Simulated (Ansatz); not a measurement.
# FH₉O₃Si₃Sn: small, medium and large basis sets

The task here is to estimate one member of a computed series from the others.

Method: one geometry, several basis sets; program: Ansatz 0.2.0, Gaussian basis.

Plan: PBE0-D4/def2-SVP; ωB97M-V/def2-SVP; PBE0-D4/def2-QZVPP; ωB97M-V/def2-QZVPP; the functionals' def2-TZVPP values are taken from earlier runs.

## The relaxed structure

The geometry comes from an earlier relaxation with PBE0-D4 in a triple-zeta def2 set; it is a stationary point, not always the lowest conformer. Sn takes the def2 core potential; no spin-orbit term is included.

SMILES `[F][Sn]([O][SiH3])([O][SiH3])[O][SiH3]`, 17 atoms, charge 0, spin multiplicity 1.

Atoms are counted from 1 here; the program's logs count them from 0.

Bond lengths: F1–Sn2 1.898 Å, Sn2–O3 1.913 Å, Sn2–O5 1.917 Å, Sn2–O7 1.909 Å, O3–Si4 1.648 Å, Si4–H9 1.485 Å, Si4–H10 1.483 Å, Si4–H11 1.487 Å, O5–Si6 1.647 Å, Si6–H12 1.489 Å, Si6–H13 1.484 Å, Si6–H14 1.483 Å, O7–Si8 1.648 Å, Si8–H15 1.486 Å, Si8–H16 1.482 Å, Si8–H17 1.486 Å. Angles: F1–Sn2–O3 107.2°, F1–Sn2–O5 109.0°, F1–Sn2–O7 109.1°, O3–Sn2–O5 111.8°, O3–Sn2–O7 110.8°, O5–Sn2–O7 108.8°, Sn2–O3–Si4 136.1°, O3–Si4–H9 110.5°, O3–Si4–H10 107.1°, O3–Si4–H11 110.4°, H9–Si4–H10 109.9°, H9–Si4–H11 109.1°, H10–Si4–H11 109.8°, Sn2–O5–Si6 135.3°, O5–Si6–H12 110.2°, O5–Si6–H13 109.1°, O5–Si6–H14 109.0°, H12–Si6–H13 109.2° and more.

Coordinates:

```xyz
17
FH9O3Si3Sn
F     1.3582   -1.4558   -1.3738
Sn    0.2765   -0.1017   -0.6000
O    -1.5182   -0.7639   -0.5595
Si   -2.2440   -2.2351   -0.7144
O     0.9303    0.2913    1.1588
Si    0.8408   -0.4388    2.6321
O     0.3932    1.4773   -1.6657
Si    1.0788    2.9648   -1.4830
H    -2.2105   -2.6861   -2.1289
H    -3.6494   -2.0776   -0.2683
H    -1.5571   -3.2450    0.1334
H     0.1323   -1.7432    2.5177
H     0.0970    0.4415    3.5674
H     2.2146   -0.6659    3.1435
H     2.5253    2.8381   -1.1661
H     0.9031    3.6861   -2.7661
H     0.4100    3.7133   -0.3872
```

The first run:

The input, in.yaml:

```yaml
crystal:
  periodic: [false, false, false]
  atoms:
    - {symbol: F, position_ang: [1.358201, -1.455787, -1.373760]}
    - {symbol: Sn, position_ang: [0.276473, -0.101674, -0.600033]}
    - {symbol: O, position_ang: [-1.518216, -0.763851, -0.559472]}
    - {symbol: Si, position_ang: [-2.244030, -2.235121, -0.714390]}
    - {symbol: O, position_ang: [0.930316, 0.291306, 1.158777]}
    - {symbol: Si, position_ang: [0.840786, -0.438824, 2.632116]}
    - {symbol: O, position_ang: [0.393184, 1.477323, -1.665665]}
    - {symbol: Si, position_ang: [1.078788, 2.964847, -1.482954]}
    - {symbol: H, position_ang: [-2.210503, -2.686143, -2.128903]}
    - {symbol: H, position_ang: [-3.649361, -2.077636, -0.268268]}
    - {symbol: H, position_ang: [-1.557112, -3.245031, 0.133437]}
    - {symbol: H, position_ang: [0.132341, -1.743179, 2.517729]}
    - {symbol: H, position_ang: [0.097003, 0.441514, 3.567358]}
    - {symbol: H, position_ang: [2.214642, -0.665869, 3.143498]}
    - {symbol: H, position_ang: [2.525288, 2.838145, -1.166103]}
    - {symbol: H, position_ang: [0.903107, 3.686093, -2.766076]}
    - {symbol: H, position_ang: [0.409990, 3.713285, -0.387190]}
basis:
  gaussian: {orbitals: def2-SVP}
hamiltonian: {xc: pbe0, dispersion: d4}
output: {orbitals: {seedname: orbitals}}
```

Command:

```bash
$ ansatz run in.yaml --threads 4 --pin off --events-out ev --progress --plain --max-ram 66560MiB --backend cpu
```

Steps of the session up to this table: PBE0-D4 in def2-SVP; ωB97M-V in def2-SVP; PBE0-D4 in def2-QZVPP; ωB97M-V in def2-QZVPP.

One table of the session follows, with a row left open; its other results are not shown here.

It belongs to the step «Density functionals: the series». 

| functional | basis | HOMO (eV) | LUMO (eV) |
| --- | --- | --- | --- |
| PBE0-D4 | def2-SVP | -8.98 | -2.25 |
| PBE0-D4 | def2-TZVPP | ? | ? |
| PBE0-D4 | def2-QZVPP | -9.06 | -2.42 |
| ωB97M-V | def2-SVP | -11.24 | -0.16 |
| ωB97M-V | def2-TZVPP | -11.36 | -0.43 |
| ωB97M-V | def2-QZVPP | -11.37 | -0.50 |

**Question.** Estimate the row for PBE0-D4, def2-TZVPP.

As computed: HOMO (eV): -9.05; LUMO (eV): -2.41. In the column «HOMO (eV)» it lies between PBE0-D4, def2-QZVPP (-9.06) and PBE0-D4, def2-SVP (-8.98).
